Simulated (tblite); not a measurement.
# C7H8FNSi: the cost of one run

The runs use tblite 0.8.0 and PySCF 2.14.0, with density-fitted response routines of our own; the level of theory stands in each step. All values are computed, except where a source is named. Atoms count from 0, in the outputs and in this text.

### 1 Starting geometry

18 atoms, charge 0, multiplicity 1; geometry from: force field or distance geometry start.

Bonds of the start (Å): F0–C1 1.39, C1–C2 1.45, C2–C3 1.23, C3–Si4 1.81, Si4–N5 1.78, N5–C6 1.34, C6–C7 1.39, C7–C8 1.38, C8–C9 1.37, C9–N5 1.35, C1–H10 1.12, C1–H11 1.11, Si4–H12 1.47, Si4–H13 1.48, C6–H14 1.08, C7–H15 1.08, C8–H16 1.09, C9–H17 1.09.

### 2 Geometry optimisation with GFN2-xTB

Job settings and geometry (Å):

```
{"job": {"kind": "relax", "xc": "GFN2-xTB", "basis": "xTB"}, "charge": 0, "multiplicity": 1}
F      4.427800     1.800700    -0.318700
C      3.901000     0.766500     0.454800
C      2.726500     0.170100    -0.157800
C      1.715300    -0.304500    -0.678000
Si     0.245400    -1.045300    -1.441300
N     -1.213700    -0.409600    -0.649400
C     -1.395000    -0.046700     0.631100
C     -2.701400     0.390300     0.781200
C     -3.330700     0.286200    -0.447100
C     -2.380700    -0.207200    -1.300000
H      4.696300    -0.016800     0.442000
H      3.655600     1.130700     1.470100
H      0.222200    -0.821800    -2.893700
H      0.232000    -2.516500    -1.274700
H     -0.680300    -0.072000     1.440500
H     -3.201300     0.745600     1.674300
H     -4.360600     0.557500    -0.655400
H     -2.567200    -0.400900    -2.354400
```

Command:

```bash
OMP_NUM_THREADS=1 python probes_run.py task.json out
```

This one command runs all jobs of the session in turn.

**Question.** How long does this first job take on 1 thread of Intel Xeon at 2.50GHz, shared host?

About 2.1 s.
